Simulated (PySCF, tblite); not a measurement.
**C4H8BN2 radical: geometry, infrared bands and EPR parameters**

Wanted: the infrared bands and EPR parameters of C4H8BN2 radical (`C#CB(N[CH2])NC`), by calculation.

The runs use tblite 0.8.0 and PySCF 2.14.0, with density-fitted response routines of our own; the level of theory stands in each step. All values are computed, except where a source is named. Atoms count from 0, in the outputs and in this text.

### 1 The starting structure

15 atoms, charge 0, multiplicity 2; geometry from: force field or distance geometry start.

Bonds of the start (Å): C0–C1 1.20, C1–B2 1.55, B2–N3 1.51, N3–C4 1.44, B2–N5 1.53, N5–C6 1.45, C0–H7 1.07, N3–H8 1.05, C4–H9 1.12, C4–H10 1.08, N5–H11 1.06, C6–H12 1.12, C6–H13 1.11, C6–H14 1.13.

### 2 Geometry optimisation with GFN2-xTB

Job settings and geometry (Å):

```
{"job": {"kind": "relax", "xc": "GFN2-xTB", "basis": "xTB"}, "charge": 0, "multiplicity": 2}
C     -0.860300     2.401100    -0.335100
C     -0.381900     1.314300    -0.482700
B      0.244200    -0.099300    -0.630000
N      1.732900    -0.135100    -0.904100
C      2.508000     0.378200     0.193000
N     -0.539300    -1.309300    -0.114600
C     -1.721500    -0.924200     0.627000
H     -1.282000     3.373500    -0.195200
H      2.016100    -1.084100    -1.241400
H      1.910000     0.625700     1.102300
H      3.448900    -0.129200     0.374700
H     -0.880000    -1.852000    -0.960900
H     -2.498800    -0.443300    -0.025000
H     -1.487900    -0.272600     1.496100
H     -2.212800    -1.835700     1.074200
```

Launch:

```console
$ OMP_NUM_THREADS=1 python probes_run.py task.json out
```

One launch serves the whole session: the jobs run in the order shown.

Standard output:

```text
step      E/eV     max force
  0    -532.24693    2.838
  1    -532.48903    3.873
  2    -532.67180    2.710
  3    -532.84419    1.061
  4    -532.93370    0.921
  5    -533.00923    1.121
  6    -533.11628    1.181
  7    -533.22000    0.965
  8    -533.28074    0.558
  9    -533.31201    0.367
 10    -533.34377    0.470
 11    -533.37806    0.815
 12    -533.41004    0.776
 13    -533.43076    0.389
 14    -533.44579    0.260
 15    -533.45364    0.261
 16    -533.48213    0.424
 17    -533.49791    0.425
 18    -533.52446    0.461
 19    -533.56375    0.505
 20    -533.63131    0.727
 21    -533.69789    0.684
 22    -533.75016    0.498
 23    -533.78467    0.460
 24    -533.80964    0.392
 25    -533.83415    0.630
 26    -533.84859    0.601
 27    -533.86701    0.293
 28    -533.87790    0.274
 29    -533.88740    0.219
 30    -533.90329    0.287
 31    -533.92020    0.366
 32    -533.93646    0.385
 33    -533.94767    0.322
 34    -533.95825    0.291
 35    -533.97212    0.328
 36    -533.97947    0.310
 37    -533.98602    0.228
 38    -533.99185    0.160
 39    -533.99622    0.190
 40    -534.00122    0.181
 41    -534.00539    0.151
 42    -534.00864    0.128
 43    -534.01177    0.142
 44    -534.01511    0.140
 45    -534.01941    0.183
 46    -534.02470    0.197
 47    -534.02962    0.173
 48    -534.03420    0.210
 49    -534.03947    0.201
 50    -534.04500    0.190
 51    -534.04931    0.187
 52    -534.05120    0.140
 53    -534.05287    0.141
 54    -534.05385    0.075
 55    -534.05517    0.086
 56    -534.05596    0.067
 57    -534.05664    0.070
 58    -534.05719    0.066
 59    -534.05810    0.084
 60    -534.05930    0.125
 61    -534.06065    0.115
 62    -534.06166    0.109
 63    -534.06230    0.070
 64    -534.06280    0.072
 65    -534.06349    0.099
 66    -534.06445    0.111
 67    -534.06550    0.081
 68    -534.06635    0.062
 69    -534.06693    0.072
 70    -534.06740    0.083
 71    -534.06791    0.092
 72    -534.06845    0.068
 73    -534.06922    0.101
 74    -534.06998    0.084
 75    -534.07099    0.105
 76    -534.07207    0.108
 77    -534.07333    0.133
 78    -534.07502    0.160
 79    -534.07722    0.116
 80    -534.07890    0.133
 81    -534.07951    0.187
 82    -534.08147    0.097
 83    -534.08230    0.090
 84    -534.08401    0.100
 85    -534.08516    0.104
 86    -534.08637    0.084
 87    -534.08716    0.062
 88    -534.08777    0.054
 89    -534.08841    0.053
 90    -534.08903    0.081
 91    -534.08987    0.061
 92    -534.09055    0.057
 93    -534.09107    0.055
 94    -534.09155    0.057
 95    -534.09230    0.081
 96    -534.09306    0.081
 97    -534.09366    0.084
 98    -534.09416    0.054
 99    -534.09454    0.049
100    -534.09505    0.064
101    -534.09581    0.088
102    -534.09650    0.074
103    -534.09686    0.042
104    -534.09699    0.083
105    -534.09707    0.025
106    -534.09712    0.026
107    -534.09718    0.021
108    -534.09725    0.026
109    -534.09732    0.034
110    -534.09742    0.027
111    -534.09749    0.012
112    -534.09751    0.008
```

Run time: 0.82 s. Hardware: 1 thread of Intel Xeon at 2.70GHz, shared host.

Along the way: (not every step is listed)

| step | energy from step 0 (eV) | largest force (eV/Å) |
| --- | --- | --- |
| 0 | 0.0000 | 2.8377 |
| 1 | -0.2421 | 3.8733 |
| 2 | -0.4249 | 2.7097 |
| 3 | -0.5973 | 1.0607 |
| 4 | -0.6868 | 0.9210 |
| 5 | -0.7623 | 1.1206 |
| 6 | -0.8693 | 1.1812 |
| 7 | -0.9731 | 0.9651 |
| 8 | -1.0338 | 0.5578 |
| 17 | -1.2510 | 0.4255 |
| 26 | -1.6017 | 0.6008 |
| 35 | -1.7252 | 0.3279 |
| 44 | -1.7682 | 0.1398 |
| 53 | -1.8059 | 0.1405 |
| 62 | -1.8147 | 0.1089 |
| 71 | -1.8210 | 0.0917 |
| 80 | -1.8320 | 0.1330 |
| 89 | -1.8415 | 0.0531 |
| 98 | -1.8472 | 0.0538 |
| 107 | -1.8502 | 0.0213 |
| 108 | -1.8503 | 0.0256 |
| 109 | -1.8504 | 0.0338 |
| 110 | -1.8505 | 0.0269 |
| 111 | -1.8506 | 0.0121 |
| 112 | -1.8506 | 0.0081 |

Distances of close pairs at the start and the end, largest changes first:

| bond | before (Å) | after (Å) | change (Å) |
| --- | --- | --- | --- |
| B2–N5 | 1.531 | 1.411 | -0.119 |
| B2–N3 | 1.514 | 1.426 | -0.088 |
| N3–C4 | 1.438 | 1.359 | -0.079 |
| N5–H11 | 1.062 | 1.009 | -0.052 |
| C4–H9 | 1.116 | 1.070 | -0.046 |
| C1–B2 | 1.553 | 1.518 | -0.035 |
| N3–H8 | 1.046 | 1.011 | -0.035 |
| C6–H14 | 1.128 | 1.095 | -0.032 |

The final coordinates are the input of the step that follows.

### 3 Infrared spectrum with GFN2-xTB

Job settings and geometry (Å):

```
{"job": {"kind": "ir", "xc": "GFN2-xTB", "basis": "xTB"}, "charge": 0, "multiplicity": 2}
C     -0.606180     2.469699     0.341746
C     -0.227155     1.340172     0.168643
B      0.226447    -0.093373    -0.040978
N      1.603816    -0.404168    -0.243520
C      2.668639     0.438502    -0.300420
N     -0.704760    -1.154085    -0.035869
C     -2.128348    -1.050546     0.152774
H     -0.931499     3.459013     0.489774
H      1.848968    -1.377742    -0.365199
H      2.498362     1.487608    -0.178405
H      3.655368     0.046733    -0.444445
H     -0.393294    -2.103466    -0.176741
H     -2.673936    -1.422712    -0.721579
H     -2.386142    -0.004482     0.304501
H     -2.454701    -1.623162     1.027805
```

Standard output:

```text
mode    cm-1     km/mol
  1     110.8      0.00
  2     111.5      0.09
  3     129.6      2.33
  4     168.0      0.17
  5     172.6      9.45
  6     206.7      1.30
  7     298.9     24.57
  8     321.4      1.24
  9     378.7     11.73
 10     412.9      2.46
 11     501.0     11.57
 12     511.6      0.37
 13     557.4     85.00
 14     662.7      1.26
 15     666.9     44.69
 16     681.9     10.97
 17     708.7    103.86
 18    1018.3      7.76
 19    1059.5     50.47
 20    1086.3     12.22
 21    1114.4      1.13
 22    1197.5    148.42
 23    1282.6     70.46
 24    1313.7     68.89
 25    1371.2      1.92
 26    1413.6     83.98
 27    1421.2     47.25
 28    1480.5     90.71
 29    1483.2      4.90
 30    1504.3     63.60
 31    2206.0     15.87
 32    2909.0     63.98
 33    2938.0    102.71
 34    3036.6     14.20
 35    3142.9     10.51
 36    3198.4     38.97
 37    3359.1      2.47
 38    3409.9      7.25
 39    3440.2     14.79
```

Run time: 0.55 s. Hardware: 1 thread of Intel Xeon at 2.70GHz, shared host.

Which atoms move in the most intense modes:

| cm⁻¹ | km/mol | atoms |
| --- | --- | --- |
| 557 | 85.0 | H11 82 %, N5 12 % |
| 709 | 103.9 | H8 74 %, H9 12 %, N3 10 % |
| 1198 | 148.4 | B2 35 %, N5 13 %, N3 11 % |
| 1283 | 70.5 | H11 29 %, B2 26 %, H8 15 % |
| 1314 | 68.9 | H8 41 %, B2 21 %, C4 13 % |
| 1414 | 84.0 | H13 25 %, H11 17 %, C6 13 %, H14 10 % |
| 1480 | 90.7 | N3 25 %, C4 14 %, B2 13 %, H14 13 % |
| 2938 | 102.7 | H14 53 %, H12 43 % |

### 4 g tensor and hyperfine couplings: B3LYP/pcH-1

Settings changed since step 3:

```diff
@@ -1,2 +1,2 @@
-{"job": {"kind": "ir", "xc": "GFN2-xTB", "basis": "xTB"}, "charge": 0, "multiplicity": 2}
+{"job": {"kind": "epr", "basis": "pcH-1"}, "charge": 0, "multiplicity": 2}
 C     -0.606180     2.469699     0.341746
```

Method: UKS B3LYP, pcH-1 on B C H N, non-relativistic, mean-field spin-orbit, GIAO.

Standard output:

```text
UKS, coarse grid
  cycle   1  E = -291.51870838  |g| = 3.79e-01
  cycle   2  E = -291.48115464  |g| = 4.78e-01
  cycle   3  E = -291.58361803  |g| = 1.53e-01
  cycle   4  E = -291.59471481  |g| = 4.40e-02
  cycle   5  E = -291.59552980  |g| = 2.03e-02
  cycle   6  E = -291.59572413  |g| = 5.02e-03
  cycle   7  E = -291.59574092  |g| = 2.30e-03
  cycle   8  E = -291.59574335  |g| = 1.01e-03
  cycle   9  E = -291.59574470  |g| = 3.62e-04
UKS, final grid
  cycle   1  E = -291.59571224  |g| = 5.36e-04
  cycle   2  E = -291.59571197  |g| = 9.46e-04
  cycle   3  E = -291.59571236  |g| = 1.56e-04
  cycle   4  E = -291.59571237  |g| = 3.14e-05
  cycle   5  E = -291.59571238  |g| = 1.44e-05
E = -291.59571238 Eh   <S^2> = 0.7537 (exact 0.7500)
g shifts (ppm)      1          2          3
  rmc          -161       -161       -161
  gc              1         44         30
  oz_so           1        552       1094
  total        -159        436        964
hyperfine (MHz)  atom isotope    a_iso     a_fc   dipolar eigenvalues
    0   13C       1.37       1.37     -1.84     -1.10      2.94
    1   13C      -5.35      -5.35     -1.48     -0.12      1.60
    2   11B      -1.75      -1.75     -6.35     -2.00      8.35
    3   14N      -1.58      -1.58     -7.47     -6.63     14.09
    4   13C      69.45      69.45    -69.94    -68.73    138.67
    5   14N       2.87       2.87     -3.62     -3.25      6.87
    6   13C      -2.89      -2.89     -0.31     -0.30      0.61
    7    1H      -1.77      -1.77     -1.24     -0.61      1.85
    8    1H      -8.73      -8.73     -7.54     -5.35     12.89
    9    1H     -56.68     -56.68    -33.41      0.53     32.88
   10    1H     -57.22     -57.22    -34.37      1.18     33.19
   11    1H      -4.84      -4.84     -2.49     -2.04      4.53
   12    1H       7.63       7.63     -0.89     -0.85      1.74
   13    1H       0.19       0.19     -1.03     -0.83      1.86
   14    1H       7.45       7.45     -0.89     -0.85      1.74
```

It took 79 s on 1 thread of Intel Xeon at 2.70GHz, shared host; peak memory 0.99 GiB.

Principal g values 2.00216, 2.00275, 2.00328; g(iso) = 2.00273, against 2.00232 for a free electron.

Hyperfine couplings; where a row names several nuclei, a(iso) is their mean (it holds for fast rotation or exchange) and the dipolar term the largest among them:

| nuclei | isotope | a(iso) (MHz) | a(iso) (G, at g = 2.0023) | largest dipolar term (MHz) |
| --- | --- | --- | --- | --- |
| C4 | 13C | 69.5 | 24.8 | 138.7 |
| H9, H10 | 1H | -57.0 | -20.3 | -34.4 |
| H8 | 1H | -8.7 | -3.1 | 12.9 |
| C1 | 13C | -5.3 | -1.9 | 1.6 |
| H12, H13, H14 | 1H | 5.1 | 1.8 | 1.9 |
| H11 | 1H | -4.8 | -1.7 | 4.5 |
| C6 | 13C | -2.9 | -1.0 | 0.6 |
| N5 | 14N | 2.9 | 1.0 | 6.9 |
| H7 | 1H | -1.8 | -0.6 | 1.9 |
| B2 | 11B | -1.8 | -0.6 | 8.4 |
| N3 | 14N | -1.6 | -0.6 | 14.1 |
| C0 | 13C | 1.4 | 0.5 | 2.9 |

Mulliken spin populations:

C0 0.02; C1 -0.01; B2 0.07; N3 0.07; C4 0.88; N5 0.05; C6 -0.01; H7 0.00; H8 -0.01; H9 -0.04; H10 -0.04; H11 0.00; H12 0.00; H13 0.00; H14 0.00

In first order the couplings over 0.8 MHz of 1H, 14N, 11B give 2406 distinct lines over 56.6 G, if the averaged nuclei exchange fast.

Orbitals, density, ELF and potential are computed afterwards from the orbital file.

ELF in a plane through or near 13 of the atoms.

Ten even steps from '0' (0.00) to '9' (1.00):
```
0000000000000000000000000000
0000000000000000000000000000
0000000000002530000000000000
0000000000039996000000000000
0000000000159997200000000000
0000000001357676310000000000
0000000001577367510000000000
0000027610377377302782000000
0000079993047575059995000000
0000038994015651059972000000
0000366247676558681854100000
0004999758337272276464100000
0003999505996049960111000000
0000264006997069980000000000
0000000001671016730000000000
0000000000000000000000000000
0000000000000000000000000000
0000000000000000000000000000
0000000000000000000000000000
0000000000000000000000000000
```
The map spans 12.2 Å across and 12.4 Å up, centred on the molecule. Atoms in the plane (x, y in Å): C0 (-0.2, 2.6), C1 (-0.2, 1.4), B2 (-0.2, -0.2), N3 (-1.4, -0.9), C4 (-2.7, -0.4), N5 (1.0, -0.9), C6 (2.4, -0.3), H7 (-0.1, 3.6), H8 (-1.4, -1.9), H9 (-2.8, 0.7), H10 (-3.5, -1.1), H11 (1.0, -1.9), H13 (2.3, 0.7).

On the surface of density 0.002 e/bohr³ the electrostatic potential runs, from the 1st to the 99th percentile, from -1.01 V near C1 to 1.90 V near H8.

The spin density lies nearest to C4 52 %; N3 12 %; H9, H10 about 10 % each; B2 6 %.

### 5 Outcome

```
                                 quantity                  value
strongest single infrared mode (GFN2-xTB)  1198 cm⁻¹, 148 km/mol
             zero-point energy (GFN2-xTB)          72.9 kcal/mol
                           g(iso) (B3LYP)                2.00273
                                     ⟨S²⟩     0.754 (exact 0.75)
       largest a(iso) (averaged by class)    13C on C4, 69.5 MHz
    surface potential, 1st and 99th percentile     -1.01 V and 1.90 V
```

What this shows: Relaxing lowered the energy by 1.851 eV in 112 steps; the close pair that moved most is B2–N5, from 1.531 to 1.411 Å. No mode is imaginary among the 39: a minimum at this level. The strongest single mode, at 1198 cm⁻¹, has its largest shares on B2, N5 and N3 (the list is cut at 3 atoms). Unscaled tight-binding wavenumbers are off by several per cent, some by more. Its intensities can rank the bands wrongly. C4 carries the largest spin population, 0.88 e. The isotropic g lies 0.4 ppt above the free-electron value.
